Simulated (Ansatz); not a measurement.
# ScZnGaS4, space group P3m1: an optical spectrum

Program: the Ansatz DFT code, driven from Python.

Contents of `POSCAR_sczngas4`:
```text
ScZnGaS4
1.0
   3.82359266    0.00000000    0.00000000
  -1.91179633    3.31132838    0.00000000
   0.00000000    0.00000000   12.50878000
Sc Zn Ga S
1 1 1 4
Direct
   0.66666667    0.33333333    0.78769300
   0.00000000    0.00000000    0.49311100
   0.33333333    0.66666667    0.21591500
   0.33333333    0.66666667    0.87272000
   0.66666667    0.33333333    0.13821500
   0.33333333    0.66666667    0.39329900
   0.66666667    0.33333333    0.59904600
```

Interactive session:
```pycon
>>> import ansatz as az
>>> from ase.io import read
>>> import numpy as np
>>> atoms = read('POSCAR_sczngas4', format='vasp')
>>> crystal = az.Crystal.from_ase(atoms)
>>> crystal.resolved().tree()['lattice']
((3.82359266, 0.0, 0.0), (-1.91179633, 3.31132838, 0.0), (0.0, 0.0, 12.50878))
>>> base = (
...     crystal.calculation()
...     .functional('PBEsol', dispersion='d4')
...     .pseudopotentials('nc')
...     .kpoints(6, 6, 2)
...     .occupations(az.OccupationsMethod.FIXED)
...     .eigensolver('davidson', mixed_precision=False)
...     .scf(max_iterations=200, extra_bands=8)
...     .optics(energy_step=0.1, nscf_kmesh=(7, 7, 2))
... )
>>> outcome = base.run()
DeckWarning: basis.ecutwfc = 1142.878222 eV, auto-derived from the records' recommended cutoffs: set by Zn (normal level)
RunWarning: iter 1: σ=0 fill of 34 bands saw a band overlap (occupied 5.8779 eV > unoccupied 5.4943 eV) — on an unconverged iterate often a transient of an unconverged empty band; one that stands at the close is told there (band_overlap_at_count); if the run fails to converge, the spectrum is likely genuinely metallic [...]
>>> spectra = outcome.optics()
>>> energy, filling = np.asarray(spectra.photon_energy_ev), spectra.band_filling
>>> gapped = filling.kind == 'insulating'
>>> eps1 = np.asarray(filling.eps1 if gapped else filling.eps1_interband)[:3].mean(axis=0)
>>> eps2 = np.asarray(filling.eps2 if gapped else filling.eps2_interband)[:3].mean(axis=0)
>>> print('filling:', filling.kind, '- valid up to', round(spectra.valid_up_to_ev, 2), 'eV,', spectra.n_bands, 'bands')
filling: insulating - valid up to 3.82 eV, 42 bands
>>> top = min(12, spectra.valid_up_to_ev)
>>> # mean of xx, yy and zz; between bands only where the bands are partly filled
>>> print('E (eV)    eps1      eps2')
E (eV)    eps1      eps2
>>> for e in np.arange(0.5, top + 0.01, 0.5):
...     print(f'{e:5.1f} {np.interp(e, energy, eps1):9.3f} {np.interp(e, energy, eps2):9.3f}')
...
  0.5     5.947     0.000
  1.0     6.350     0.009
  1.5     7.053     0.595
  2.0     7.688     0.893
  2.5     7.711     3.430
  3.0    10.193     5.572
  3.5     7.206     7.173
>>> if gapped:
...     print('eps_inf, bands beyond those summed included:', np.round(filling.eps_inf[:3], 3))
...
eps_inf, bands beyond those summed included: [7.172 7.172 8.444]
>>> print('f-sum electrons:', np.round(filling.get('f_sum_n_eff'), 3))
f-sum electrons: [15.329 15.329 15.133]
```

Notes:
- These settings explore the input space; cutoff and mesh may be short of convergence.
- Spin is left out of this run.
- Averages over directions belong to no single polarisation, least of all in layered crystals.
- This cell is a computed structure, which may not be the phase found in nature.
- Warnings are shown shortened and without file and line.
- Independent-particle spectra on Kohn-Sham bands hold no excitons, and semilocal gaps are too small.
- Finished in 6.8 min on 1 thread of Arm Neoverse V2, with other jobs on the host, peak memory 1.3 GiB.
